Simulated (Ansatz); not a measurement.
I need a ladder of methods at one geometry of CH7AlClSi (charge -1), SMILES [SiH3][CH2][AlH2-][Cl]. Use Ansatz 0.2.0 through its Python package. Use (for the species named): LC-wPBE, def2-SVP basis, multiplicity 1. The script varies functional: lc_wpbe, b3lyp, cam_b3lyp, revpbe.

```xyz
11

Si   -1.4750    0.5338    0.2664
C    -0.2683   -0.6457   -0.5326
Al    1.5746   -0.2608    0.1171
Cl    2.2790    1.6450   -0.7543
H    -2.8325    0.2427   -0.2172
H    -1.4303    0.3694    1.7271
H    -1.1170    1.9163   -0.0845
H    -0.3043   -0.5207   -1.6342
H    -0.5416   -1.6880   -0.2693
H     1.5654   -0.1485    1.7102
H     2.5500   -1.4436   -0.3287
```

Script `ch7alclsi_methods.py`:
```python
'''CH7AlClSi(-) at several levels of theory.'''

from pathlib import Path
import warnings

import ansatz as az
import numpy as np

BASIS = 'def2-SVP'
NET_CHARGE = -1


def main() -> None:
    warnings.simplefilter('ignore', az.DeckWarning)

    molecule = (
        az.Crystal.molecule()
        .atom('Si', [-1.475, 0.5338, 0.2664])
        .atom('C', [-0.2683, -0.6457, -0.5326])
        .atom('Al', [1.5746, -0.2608, 0.1171])
        .atom('Cl', [2.279, 1.645, -0.7543])
        .atom('H', [-2.8325, 0.2427, -0.2172])
        .atom('H', [-1.4303, 0.3694, 1.7271])
        .atom('H', [-1.117, 1.9163, -0.0845])
        .atom('H', [-0.3043, -0.5207, -1.6342])
        .atom('H', [-0.5416, -1.688, -0.2693])
        .atom('H', [1.5654, -0.1485, 1.7102])
        .atom('H', [2.55, -1.4436, -0.3287])
    )

    job = (
        molecule.calculation()
        .basis(gaussian=BASIS)
        .charge(NET_CHARGE)  # electrons removed from the neutral system
        .scf(lower_state_search='light')
    )

    print('functional    E (Ha)        dipole (D)   HOMO (eV)  LUMO (eV)')
    for name in ['lc_wpbe', 'b3lyp', 'cam_b3lyp', 'revpbe']:
        rep = job.functional(name).forces().orbitals().run(runs_dir='runs').report
        lines = Path(rep['orbitals_path']).read_text().splitlines()
        field_of = lambda key: [line.split('=')[1].strip() for line in lines if line.startswith(key)]
        orbitals = [(27.211386 * float(e), s, float(n)) for e, s, n in zip(field_of('Ene='), field_of('Spin='), field_of('Occup='))]
        homo = max(e for e, _, n in orbitals if n > 0.5)
        lumo = min(e for e, _, n in orbitals if n < 0.5)
        dipole = 4.803205 * np.linalg.norm(rep['charge_distribution']['dipole_moment_e_ang'])
        print(f'{name:10s} {rep["free_energy_ev"] / 27.211386246:14.6f} {dipole:9.3f} {homo:11.3f} {lumo:10.3f}')


if __name__ == '__main__':
    main()
```

Output of `python ch7alclsi_methods.py`:
```text
functional    E (Ha)        dipole (D)   HOMO (eV)  LUMO (eV)
lc_wpbe      -1033.900526     3.949      -5.158      7.227
b3lyp        -1034.279850     3.788      -2.165      4.890
cam_b3lyp    -1034.210071     3.859      -3.726      6.098
revpbe       -1033.994445     3.713      -1.107      4.381
```

What to keep in mind:
- These settings explore the input space; basis and method may be short of convergence.
- The geometry is a force-field or estimated start, not a minimum of this method, and the basis set is short of its limit. A lower total doesn't mark the better method: functionals have no common bound, and MP2 and coupled cluster aren't variational.
- An ion's dipole depends on the origin; the program takes it about the centre of nuclear charge.
- b3lyp holds the VWN-RPA fit, as in Gaussian; the form of ORCA and Turbomole is b3lyp5.
- Levels such as HOMO and LUMO are orbital energies: with these approximate functionals they aren't the ionisation energy and electron affinity, and their gap isn't the fundamental gap.
- Anions want diffuse functions, which this basis lacks.
- Finished in 18 s on 1 thread of Arm Neoverse V2 (shared host), peak memory 0.32 GiB.
